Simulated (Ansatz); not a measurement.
# The Cd atom: HSE06 and PBE0 against PBE

How do the levels and moments change when part of the exchange is made exact, and what does it cost? PBE is run first for comparison.

Method: DFT, plane waves (420 eV) with PBE-made PAW files, scalar-relativistic; functionals as named at each step, in Ansatz 0.2.0.

### Step 1. The system as given

Periodic box: 14.0 × 14.4 × 14.8 Å.

Coordinates:

```xyz
1
Lattice="14.0000 0.0000 0.0000 0.0000 14.4000 0.0000 0.0000 0.0000 14.8000" Properties=species:S:1:pos:R:3 pbc="T T T"
Cd    7.0000    7.2000    7.4000
```

### Step 2. PBE

The run with PBE.

File input.yaml:

```yaml
crystal:
  lattice:
    - [14.0, 0.0, 0.0]
    - [0.0, 14.4, 0.0]
    - [0.0, 0.0, 14.8]
  atoms:
    - { symbol: Cd, position: [0.5, 0.5, 0.5], spin: 0.01 }
  symmetry: { detect: false, time_reversal: true }
hamiltonian:
  xc: pbe
  pseudopotentials:
    kind: paw
    azcp:
      Cd: "pseudopotentials/Cd.paw.azcp"
basis:
  ecutwfc: 420
  fft_grid_basis: typed
kpoints:
  mp_grid: { grid: [1, 1, 1], shift: [0, 0, 0] }
magnetization:
  spin_polarized: true
scf:
  occupations: { method: fermi_dirac, width: 0.01 }
```

### Step 3. HSE06 single point

The run with HSE06.

Edit input.yaml of step 2 so:

```diff
@@ -9,3 +9,3 @@
 hamiltonian:
-  xc: pbe
+  xc: hse06
   pseudopotentials:
```

### Step 4. PBE0 single point

The run with PBE0.

Edit input.yaml of step 3 so:

```diff
@@ -9,3 +9,3 @@
 hamiltonian:
-  xc: hse06
+  xc: pbe0
   pseudopotentials:
```

(Steps that only read results are left out.)

Q: Predict the outcome of this session. Wanted: PBE: gap; PBE: magnetic state; HSE06: gap; HSE06: magnetic state; PBE0: gap; PBE0: magnetic state; HSE06: above the element's usual form.

The runs gave:

| quantity | value |
| --- | --- |
| PBE: gap | 4.48 eV |
| PBE: magnetic state | total moment 0.00 μB |
| HSE06: gap | 5.00 eV |
| HSE06: magnetic state | total moment 0.00 μB |
| HSE06: SCF cycles, exchange loops | 17, 2 |
| HSE06: CPU time over that of PBE | 1.3 |
| PBE0: gap | 5.71 eV |
| PBE0: magnetic state | total moment 0.00 μB |
| PBE0: SCF cycles, exchange loops | 20, 4 |
| PBE0: CPU time over that of PBE | 1.7 |
| HSE06: above the element's usual form (hcp) | 0.86 eV/atom |

Exact exchange widens the gap from 4.48 eV (PBE) to 5.00 eV (HSE06). HSE06 cost 1.3 times the CPU time of PBE. PBE0 gives a gap of 5.71 eV. HSE06 needed 2 outer loops of the exchange operator. The atom lies 0.86 eV above the element's usual form under HSE06 (from a run of its own). The total energies in the logs cannot be compared from one functional to another.
